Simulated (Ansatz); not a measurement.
# ReAg2Cl6: the cost of one run

Program: Ansatz 0.2.0. Level of theory: DFT LDA+U (U_eff = 3 eV on Re d), plane waves, PAW, no spin–orbit coupling unless a run says so. These are calculated values, not measurements.

## Step 1: Starting point

The structure is trigonal, space group R-3 (No. 148). Conventional cell: a = 6.573 Å, b = 6.573 Å, c = 16.731 Å, α = 90.00°, β = 90.00°, γ = 120.00°. Re (site symmetry -3) is surrounded by 6 Cl at 2.35 Å. Ag (site symmetry 3) has 3 Cl at 2.58 Å as nearest neighbours. Cl (site symmetry 1) is surrounded by 1 Re at 2.35 Å and 1 Ag at 2.58 Å.

Structure file:

```
Re Ag Cl
1.0
     3.28665    1.89755    5.57700
    -3.28665    1.89755    5.57700
     0.00000   -3.79510    5.57700
Re Ag Cl
1 2 6
Direct
  0.50000 0.50000 0.50000
  0.23437 0.23437 0.23437
  0.76563 0.76563 0.76563
  0.26833 0.84753 0.62783
  0.84753 0.62783 0.26833
  0.62783 0.26833 0.84753
  0.73167 0.15247 0.37217
  0.15247 0.37217 0.73167
  0.37217 0.73167 0.15247
```

Magnetic order typed: ferromagnetic.

## Step 2: From atoms, symmetry kept, no search

The input, input.yaml:

```yaml
crystal:
  lattice:
    - [3.28665122, 1.89754897, 5.57700015]
    - [-3.28665122, 1.89754897, 5.57700015]
    - [0.0, -3.79509793, 5.57700015]
  atoms:
    - { symbol: Re, position: [0.5, 0.5, 0.5], spin: 3.0 }
    - { symbol: Ag, position: [0.2343666667, 0.2343666667, 0.2343666667] }
    - { symbol: Ag, position: [0.7656333333, 0.7656333333, 0.7656333333] }
    - { symbol: Cl, position: [0.26833, 0.84753, 0.62783] }
    - { symbol: Cl, position: [0.84753, 0.62783, 0.26833] }
    - { symbol: Cl, position: [0.62783, 0.26833, 0.84753] }
    - { symbol: Cl, position: [0.73167, 0.15247, 0.37217] }
    - { symbol: Cl, position: [0.15247, 0.37217, 0.73167] }
    - { symbol: Cl, position: [0.37217, 0.73167, 0.15247] }
basis:
  ecutwfc: 420
  ecutrho_ratio: 4
kpoints:
  mp_grid: { grid: [4, 4, 4] }
hamiltonian:
  xc: lda
  hubbard: { sites: [{ site: 0, l: d, u_eff: 3.0 }] }
scf:
  occupations: { method: gaussian, width: 0.05 }
  lower_state_search: "off"
  max_iter: 150
output:
  forces: true
  stress: true
  eigenvalues: true
  populations: true
  hubbard: { sites: [{ site: 0, l: d }] }
magnetization:
  spin_polarized: true
```

Command:

```console
ansatz run input.yaml --threads 4 --pin off --max-ram 6144MiB --backend cpu --events-out ev --progress --plain --runs-dir out
```

What time and memory should one allow on 4 threads of Intel Xeon Platinum 8488C (Sapphire Rapids), shared host?

About 6.7 s, with a peak of 0.87 GiB.
